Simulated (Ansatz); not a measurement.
**C3H8Si: a ladder of functionals and wavefunction methods**

The task here is to estimate one member of a computed series from the others.

Computed with Ansatz 0.2.0, Gaussian basis. Level: functionals in def2-TZVPP, the program's frozen cores in correlated methods.

Plan: LDA (SPW92), PBE-D4, revPBE-D4, BLYP-D4, r2SCAN-D4, B97M-V, PBE0-D4, B3LYP-D4, r2SCANh-D4, r2SCAN0-D4, HSE06-D4, BHLYP-D4, CAM-B3LYP-D4, LC-ωPBE, ωB97X-V, ωB97M-V, B2PLYP, PBE-QIDH; CCSD(T)/def2-SVP; CCSD(T)/def2-TZVPP; MP2/def2-QZVPP; extrapolation to the limit; RPA on PBE.

## Structure used throughout

All runs share one geometry, relaxed beforehand with PBE0-D4 in a triple-zeta def2 set.

SMILES `CC(C)[SiH]`, 12 atoms, charge 0, spin multiplicity 1.

Atoms are counted from 1 here; the program's logs count them from 0.

Bond lengths: C1–C2 1.513 Å, C1–H5 1.093 Å, C1–H6 1.093 Å, C1–H7 1.096 Å, C2–C3 1.532 Å, C2–Si4 1.900 Å, C2–H8 1.091 Å, C3–H9 1.089 Å, C3–H10 1.146 Å, C3–H11 1.090 Å, Si4–H12 1.529 Å. Angles: C2–C1–H5 111.1°, C2–C1–H6 110.7°, C2–C1–H7 112.0°, H5–C1–H6 107.4°, H5–C1–H7 107.3°, H6–C1–H7 108.1°, C1–C2–C3 114.4°, C1–C2–Si4 122.7°, C1–C2–H8 111.2°, C3–C2–Si4 84.0°, C3–C2–H8 110.2°, Si4–C2–H8 111.4°, C2–C3–H9 112.0°, C2–C3–H10 112.9°, C2–C3–H11 114.0°, H9–C3–H10 104.0°, H9–C3–H11 111.2°, H10–C3–H11 101.8° and more.

Set-up of the first run:

File in.yaml:

```yaml
crystal:
  periodic: [false, false, false]
  atoms:
    - {symbol: C, position_ang: [-0.253066, 0.907035, -1.062764]}
    - {symbol: C, position_ang: [0.097622, -0.436263, -0.460166]}
    - {symbol: C, position_ang: [0.789909, -0.357513, 0.904092]}
    - {symbol: Si, position_ang: [-1.168981, -1.505655, 0.467601]}
    - {symbol: H, position_ang: [-0.840129, 0.787490, -1.976470]}
    - {symbol: H, position_ang: [-0.850592, 1.498924, -0.364392]}
    - {symbol: H, position_ang: [0.640234, 1.486399, -1.322444]}
    - {symbol: H, position_ang: [0.694213, -1.034401, -1.150424]}
    - {symbol: H, position_ang: [0.750395, 0.645915, 1.325034]}
    - {symbol: H, position_ang: [0.284728, -1.010867, 1.698565]}
    - {symbol: H, position_ang: [1.807530, -0.747536, 0.908471]}
    - {symbol: H, position_ang: [-1.874762, -0.288626, 1.066995]}
basis:
  gaussian: {orbitals: def2-TZVPP}
hamiltonian: {xc: lda}
output: {orbitals: {seedname: orbitals}}
```

Steps of the session up to this table: LDA; PBE-D4 (GGA); revPBE-D4 (GGA); BLYP-D4 (GGA); r2SCAN-D4 (meta-GGA); B97M-V (meta-GGA); PBE0-D4 (hybrid); B3LYP-D4 (hybrid); r2SCANh-D4 (hybrid); r2SCAN0-D4 (hybrid); HSE06-D4 (hybrid); BHLYP-D4 (hybrid); CAM-B3LYP-D4 (range-separated); LC-ωPBE-D4 (range-separated; the results give it without D4); ωB97X-V (range-separated); ωB97M-V (range-separated); B2PLYP (double hybrid); PBE-QIDH (double hybrid).

One table of the session follows, with a row left open; its other results are not shown here.

It belongs to the step «Orbital energies across the functionals». 

| functional | HOMO (eV) | gap (eV) |
| --- | --- | --- |
| LDA (SPW92) | ? | ? |
| PBE-D4 | -5.09 | 2.87 |
| revPBE-D4 | -5.05 | 2.90 |
| BLYP-D4 | -4.96 | 2.89 |
| r2SCAN-D4 | -5.27 | 3.24 |
| B97M-V | -5.35 | 3.31 |
| PBE0-D4 | -6.11 | 4.75 |
| B3LYP-D4 | -5.94 | 4.39 |
| r2SCANh-D4 | -5.65 | 3.93 |
| r2SCAN0-D4 | -6.22 | 4.97 |
| HSE06-D4 | -5.71 | 3.98 |
| BHLYP-D4 | -7.04 | 6.62 |
| CAM-B3LYP-D4 | -7.38 | 7.10 |
| LC-ωPBE | -8.65 | 9.47 |
| ωB97X-V | -8.34 | 9.06 |
| ωB97M-V | -8.19 | 8.73 |

Estimate the missing values for LDA (SPW92).

As computed: HOMO (eV): -5.17; gap (eV): 2.78. In the column «HOMO (eV)» it lies between r2SCAN-D4 (-5.27) and PBE-D4 (-5.09).
